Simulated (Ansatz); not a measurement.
Crystal: CsLiCr2Te2S3.

```
Cs Li Cr Te S
1.0
     3.31929    1.91639    6.87982
    -3.31929    1.91639    6.87982
     0.00000   -3.83279    6.87982
Cs Li Cr Te S
1 1 2 2 3
Cartesian
  0.0000 0.0000 0.0000
  0.0000 0.0000 10.3197
  0.0000 0.0000 16.4802
  0.0000 0.0000 4.1593
  0.0000 0.0000 14.0328
  0.0000 0.0000 6.6067
  -2.4147 0.0000 10.3197
  1.2074 -2.0912 10.3197
  1.2074 2.0912 10.3197
```

The cell was built by a generator and needn't be a form met in nature.

* Program: Ansatz 0.2.0
* Task: relaxation of cell and atoms
* Functional: r2SCAN
* Dispersion: rVV10
* Potentials or basis: Ansatz PAW
* Cutoff: 500 eV (not typed: the program's choice for these potentials)
* k mesh: 4 × 4 × 4
* Occupations: fermi-dirac, width 0.05 eV
* Spin: collinear spin, ferromagnetic start
* Starting moments: [0.0, 0.0, 3.0, 3.0, 0.0, 0.0, 0.0, 0.0, 0.0] μB

At the start: volume 29.18 Å³/atom.

Problem. Where does the relaxation end?

Solution. It ends after 7 steps and the volume is 27.35 Å³/atom (-6.2 %); space group R32 (No. 155, to 0.05 Å); moment 4.00 μB per cell.

Step by step:
```tsv
step	energy change (eV)	largest force (eV/Å)	volume (Å³)
1	0.0000	0.2457	262.58
2	-0.0675	0.0249	253.10
3	-0.0916	0.0457	243.95
4	-0.0936	0.0151	246.21
5	-0.0937	0.0226	246.06
6	-0.0938	0.0011	246.18
7	-0.0917	0.0012	246.18
```

Final structure:
```yaml
crystal:
  lattice:
    - [3.31545, 1.91417, 6.46510]
    - [-3.31545, 1.91417, 6.46510]
    - [0.00000, -3.82835, 6.46510]
  atoms:
    - { symbol: Cs, position: [0.00000, 0.00000, 0.00000] }
    - { symbol: Li, position: [0.50000, 0.50000, 0.50000] }
    - { symbol: Cr, position: [0.79609, 0.79609, 0.79609] }
    - { symbol: Cr, position: [0.20391, 0.20391, 0.20391] }
    - { symbol: Te, position: [0.66912, 0.66912, 0.66912] }
    - { symbol: Te, position: [0.33088, 0.33088, 0.33088] }
    - { symbol: S, position: [0.13824, 0.86176, 0.50000] }
    - { symbol: S, position: [0.50000, 0.13824, 0.86176] }
    - { symbol: S, position: [0.86176, 0.50000, 0.13824] }
```

Caveat: the magnetic or orbital state may not be the lowest; the plane-wave basis is chosen anew once the cell has moved, so the energies of steps on either side of that aren't comparable; only a ferromagnetic start was run, and an antiferromagnetic order may lie lower in energy; the PAW data sets come from PBE, with cores solved anew for the run's functional, which leaves a small shift of forces and pressure.
